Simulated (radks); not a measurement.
# Nuclear size and the levels of Sn²⁺

Aim: how the total energy, the levels and the density at the nucleus of Sn²⁺ respond when the nuclear radius is scaled.

Method: Dirac Kohn-Sham, exchange-only LDA, spin-unpolarised, spherical densities, finite nucleus. Code: radks (a radial shooting solver on a logarithmic mesh, Libxc functionals) version 1.

## (1) What is computed

* element: tin (Z = 50)
* charge: +2
* electrons: 48
* configuration: [Kr] 4d10 5s2
* nuclear rms radius: 4.6519 fm

Outer shells as boxes (Hund's rule):

Sn²⁺
```
[Kr] core
4d [↑↓][↑↓][↑↓][↑↓][↑↓]
5s [↑↓]
```

In the logs a row gives level, spin channel, occupation and eigenvalue; Etot, Ekin, Encl (electron-nucleus), Eh (Hartree) and Exc are energies, all in hartree; err is the last residual, it the number of iterations.

## (2) rms radius 4.6519 fm

The run's settings:

```text
Z 50
configuration [Kr] 4d10 5s2 5p0 6s0
relativity Dirac
functional lda,
spin unpolarised
j_filling energy
nucleus finite rms 4.6519 fm
c 137.035999084
```

What it wrote:

```text
1s1/2   1   2.0000       -1064.77607530
2s1/2   1   2.0000        -161.21172230
2p1/2   1   2.0000        -150.71054408
2p3/2   1   4.0000        -142.24769460
3s1/2   1   2.0000         -31.55564841
3p1/2   1   2.0000         -27.28220225
3p3/2   1   4.0000         -25.73751007
3d3/2   1   4.0000         -18.15251785
3d5/2   1   6.0000         -17.83334089
4s1/2   1   2.0000          -5.48854890
4p1/2   1   2.0000          -4.06492719
4p3/2   1   4.0000          -3.78377220
4d3/2   1   4.0000          -1.55475391
4d5/2   1   6.0000          -1.51605419
5s1/2   1   2.0000          -0.92720556
5p1/2   1   0.0000          -0.64253471
5p3/2   1   0.0000          -0.61652464
6s1/2   1   0.0000          -0.30927049
Etot -6168.026004062184
Ekin 6496.348120873222
Encl -14955.299039093341
Eh 2445.5238797403895
Exc -154.59896558245512
err 4.189506312435308e-09
it 14
```

Highest occupied level: 5s1/2 at -25.231 eV.

From the orbitals of this run (lengths in bohr):

```csv
level,occupation,energy (eV),<r>,outermost maximum (interpolated),90 % within,nodes
4p1/2,2,-110.61,0.8654,0.771,1.27,2
4p3/2,4,-102.96,0.8957,0.796,1.32,2
4d3/2,4,-42.307,1.088,0.881,1.69,1
4d5/2,6,-41.254,1.102,0.891,1.72,1
5s1/2,2,-25.231,2.224,1.95,3.23,4
5p1/2,0,-17.484,2.628,2.27,3.86,3
5p3/2,0,-16.776,2.715,2.35,3.98,3
6s1/2,0,-8.416,5.160,4.80,7.35,5
```

The radial density on a logarithmic grid:

```csv
r (bohr),4πr²ρ (e/bohr)
0.00134,2.609
0.00206,5.428
0.00317,10.86
0.00488,20.46
0.00752,35.16
0.0116,52.62
0.0178,64.43
0.0275,62.00
0.0423,56.51
0.0652,71.74
0.101,80.49
0.156,58.51
0.240,66.31
0.370,47.15
0.570,20.41
0.878,22.29
1.35,8.931
2.08,2.270
3.21,0.4031
4.94,0.01509
```

## (3) rms radius 4.1448 fm

Changes since step 2:

```diff
@@ -6,3 +6,3 @@
 j_filling energy
-nucleus finite rms 4.6519 fm
+nucleus finite rms 4.1448 fm
 c 137.035999084
```

What it wrote:

```text
1s1/2   1   2.0000       -1064.78911654
2s1/2   1   2.0000        -161.21321340
2p1/2   1   2.0000        -150.71048153
2p3/2   1   4.0000        -142.24760276
3s1/2   1   2.0000         -31.55593054
3p1/2   1   2.0000         -27.28218466
3p3/2   1   4.0000         -25.73748628
3d3/2   1   4.0000         -18.15249734
3d5/2   1   6.0000         -17.83332079
4s1/2   1   2.0000          -5.48860438
4p1/2   1   2.0000          -4.06492183
4p3/2   1   4.0000          -3.78376576
4d3/2   1   4.0000          -1.55474927
4d5/2   1   6.0000          -1.51604964
5s1/2   1   2.0000          -0.92721102
5p1/2   1   0.0000          -0.64253310
5p3/2   1   0.0000          -0.61652298
6s1/2   1   0.0000          -0.30927142
Etot -6168.057074838369
Ekin 6496.4853772001325
Encl -14955.469305704879
Eh 2445.526251621615
Exc -154.5993979552386
err 4.18788391781967e-09
it 14
```

E − E(step 2, rms radius 4.6519 fm) = -0.845 eV. Highest occupied level: 5s1/2 at -25.231 eV.

## (4) rms radius 4.41 fm

Changes since step 3:

```diff
@@ -6,3 +6,3 @@
 j_filling energy
-nucleus finite rms 4.1448 fm
+nucleus finite rms 4.41 fm
 c 137.035999084
```

What it wrote:

```text
1s1/2   1   2.0000       -1064.78245572
2s1/2   1   2.0000        -161.21245181
2p1/2   1   2.0000        -150.71051348
2p3/2   1   4.0000        -142.24764967
3s1/2   1   2.0000         -31.55578644
3p1/2   1   2.0000         -27.28219364
3p3/2   1   4.0000         -25.73749843
3d3/2   1   4.0000         -18.15250782
3d5/2   1   6.0000         -17.83333106
4s1/2   1   2.0000          -5.48857604
4p1/2   1   2.0000          -4.06492457
4p3/2   1   4.0000          -3.78376905
4d3/2   1   4.0000          -1.55475164
4d5/2   1   6.0000          -1.51605196
5s1/2   1   2.0000          -0.92720823
5p1/2   1   0.0000          -0.64253392
5p3/2   1   0.0000          -0.61652383
6s1/2   1   0.0000          -0.30927094
Etot -6168.041205403932
Ekin 6496.415138374635
Encl -14955.38220683502
Eh 2445.525040168833
Exc -154.59917711238046
err 4.189280659571958e-09
it 14
```

Energy against step 2 (rms radius 4.6519 fm): -0.414 eV. 5s1/2 is the highest filled level (-25.231 eV).

## (5) rms radius 5.0334 fm

Changes since step 4:

```diff
@@ -6,3 +6,3 @@
 j_filling energy
-nucleus finite rms 4.41 fm
+nucleus finite rms 5.0334 fm
 c 137.035999084
```

What it wrote:

```text
1s1/2   1   2.0000       -1064.76542799
2s1/2   1   2.0000        -161.21050497
2p1/2   1   2.0000        -150.71059513
2p3/2   1   4.0000        -142.24776958
3s1/2   1   2.0000         -31.55541807
3p1/2   1   2.0000         -27.28221661
3p3/2   1   4.0000         -25.73752948
3d3/2   1   4.0000         -18.15253460
3d5/2   1   6.0000         -17.83335729
4s1/2   1   2.0000          -5.48850361
4p1/2   1   2.0000          -4.06493156
4p3/2   1   4.0000          -3.78377746
4d3/2   1   4.0000          -1.55475770
4d5/2   1   6.0000          -1.51605791
5s1/2   1   2.0000          -0.92720110
5p1/2   1   0.0000          -0.64253602
5p3/2   1   0.0000          -0.61652600
6s1/2   1   0.0000          -0.30926973
Etot -6168.000636932822
Ekin 6496.236797652763
Encl -14955.160765290959
Eh 2445.5219433309803
Exc -154.5986126256073
err 4.190449849217671e-09
it 14
```

Energy against step 2 (rms radius 4.6519 fm): +0.690 eV. Highest occupied level: 5s1/2 at -25.230 eV.

## (6) rms radius 5.3636 fm

Changes since step 5:

```diff
@@ -6,3 +6,3 @@
 j_filling energy
-nucleus finite rms 5.0334 fm
+nucleus finite rms 5.3636 fm
 c 137.035999084
```

What it wrote:

```text
1s1/2   1   2.0000       -1064.75564078
2s1/2   1   2.0000        -161.20938601
2p1/2   1   2.0000        -150.71064203
2p3/2   1   4.0000        -142.24783850
3s1/2   1   2.0000         -31.55520636
3p1/2   1   2.0000         -27.28222980
3p3/2   1   4.0000         -25.73754733
3d3/2   1   4.0000         -18.15255000
3d5/2   1   6.0000         -17.83337237
4s1/2   1   2.0000          -5.48846199
4p1/2   1   2.0000          -4.06493558
4p3/2   1   4.0000          -3.78378229
4d3/2   1   4.0000          -1.55476119
4d5/2   1   6.0000          -1.51606133
5s1/2   1   2.0000          -0.92719700
5p1/2   1   0.0000          -0.64253722
5p3/2   1   0.0000          -0.61652725
6s1/2   1   0.0000          -0.30926904
Etot -6167.977319053919
Ekin 6496.134969077395
Encl -14955.034163316595
Eh 2445.5201634008376
Exc -154.59828821555595
err 4.190445244122808e-09
it 14
```

Energy against step 2 (rms radius 4.6519 fm): +1.325 eV. Highest occupied level: 5s1/2 at -25.230 eV.

## (7) All runs together

```csv
rms radius (fm),total energy shift (eV),density at nucleus (e/bohr³),1s1/2 shift (meV),2s1/2 shift (meV),4p1/2 shift (meV),5s1/2 shift (meV),5p1/2 shift (meV)
4.1448,-0.845,1.937e+05,-355,-40.6,0.146,-0.149,0.0437
4.41,-0.414,1.919e+05,-174,-19.9,0.0713,-0.0727,0.0214
4.6519,0,1.903e+05,0,0,0,0,0
5.0334,0.690,1.881e+05,290,33.1,-0.119,0.121,-0.0357
5.3636,1.32,1.862e+05,556,63.6,-0.228,0.233,-0.0685
```

**Reading.** Shifts are against the first run. Over the range the 1s1/2 level moves by 0.911 eV and the 5p1/2 level by -0.112 meV. A larger nucleus binds the 1s electrons less and lowers the density at its centre. These are shifts of eigenvalues, not the field shifts of spectral lines.
